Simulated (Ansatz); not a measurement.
# B3C2Br: a trial structure relaxed

The task: take a trial cell of B3C2Br to zero force and stress.

Method: DFT PBE, scalar-relativistic, plane waves, PAW, in Ansatz 0.2.0.

**1. The structure to begin with**

It takes space group P-3m1 (No. 164, trigonal). The conventional cell has a = 4.113 Å, b = 4.113 Å, c = 6.603 Å, α = 90.00°, β = 90.00°, γ = 120.00°. Around B (site symmetry 3m) lie 4 C at 2.47 to 2.55 Å and 3 B at 2.55 Å. B (site symmetry -3m) is surrounded by 6 B at 2.55 Å and 6 C at 2.87 Å. Around C (site symmetry 3m) lie 4 B at 2.47 to 2.55 Å. Around Br (site symmetry -3m) lie 6 C at 2.92 Å and 8 B at 3.30 to 3.35 Å.

As a file:

```cif
data_structure
_symmetry_space_group_name_H-M 'P 1'
_symmetry_Int_Tables_number 1
_cell_length_a 4.1128
_cell_length_b 4.1128
_cell_length_c 6.6032
_cell_angle_alpha 90.000
_cell_angle_beta 90.000
_cell_angle_gamma 120.000
_cell_volume 96.73
loop_
_atom_site_label
_atom_site_type_symbol
_atom_site_fract_x
_atom_site_fract_y
_atom_site_fract_z
_atom_site_occupancy
B1 B 0.66667 0.33333 0.35759 1
B2 B 0.33333 0.66667 0.64241 1
B3 B 0.00000 0.00000 0.50000 1
C1 C 0.66667 0.33333 0.74363 1
C2 C 0.33333 0.66667 0.25637 1
Br1 Br 0.00000 0.00000 0.00000 1
```

The cell is invented: species swapped into a database cell of Li3LaBi2 (P-3m1, No. 164), with B on the Li sites, Br on the La sites and C on the Bi sites. Lengths come from tabulated atomic sizes and are only a guess.

**2. A first look at the guess**

Contents of input.yaml:

```yaml
crystal:
  lattice:
    - [4.11283818, 0.0, 0.0]
    - [-2.05641909, 3.56182234, 0.0]
    - [0.0, 0.0, 6.60315361]
  atoms:
    - { symbol: B, position: [0.66666667, 0.33333333, 0.3575947] }
    - { symbol: B, position: [0.33333333, 0.66666667, 0.6424053] }
    - { symbol: B, position: [0.0, 0.0, 0.5] }
    - { symbol: C, position: [0.66666667, 0.33333333, 0.74362803] }
    - { symbol: C, position: [0.33333333, 0.66666667, 0.25637197] }
    - { symbol: Br, position: [0.0, 0.0, 0.0] }
basis:
  ecutwfc: 420
kpoints:
  mp_grid: { grid: [6, 6, 4] }
hamiltonian:
  xc: pbe
scf:
  occupations: { method: gaussian, width: 0.1 }
  lower_state_search: "off"
output:
  forces: true
  stress: true
  eigenvalues: true
```

Command:

```console
$ ansatz run input.yaml --threads 1 --pin off --max-ram 2560MiB --backend cpu --events-out ev --progress --plain --runs-dir out
```

The session goes on with these runs: spin check on a coarse mesh; a loose first relaxation; full relaxation.

Q: Predict the outcome of this session. Wanted: conventional cell; volume; energy over the elements; gap on the mesh.

The runs gave:

| quantity | value |
| --- | --- |
| symmetry at the end (tolerance 0.05 Å) | space group P-3m1 (No. 164) |
| conventional cell | a = 2.740 Å, b = 2.740 Å, c = 11.554 Å, α = 90.00°, β = 90.00°, γ = 120.00° |
| volume | 12.52 Å³/atom |
| energy over the elements | +0.85 eV/atom |
| gap on the mesh | none (metal) |

What this shows: The space group P-3m1 (No. 164) is kept, and the volume per atom shrinks by 22.4 % from the first guess. The formation energy is positive, so the separate elements lie lower. No finished test with a distortion of lower symmetry is shown, so the end may be a saddle point. A spin-polarised run here lost its starting moments, which speaks against magnetism, though one start doesn't rule it out. Layers here are held mostly by dispersion, which this level lacks, so their spacing and the stiffness across them are unreliable there. Other magnetic orders were not searched.
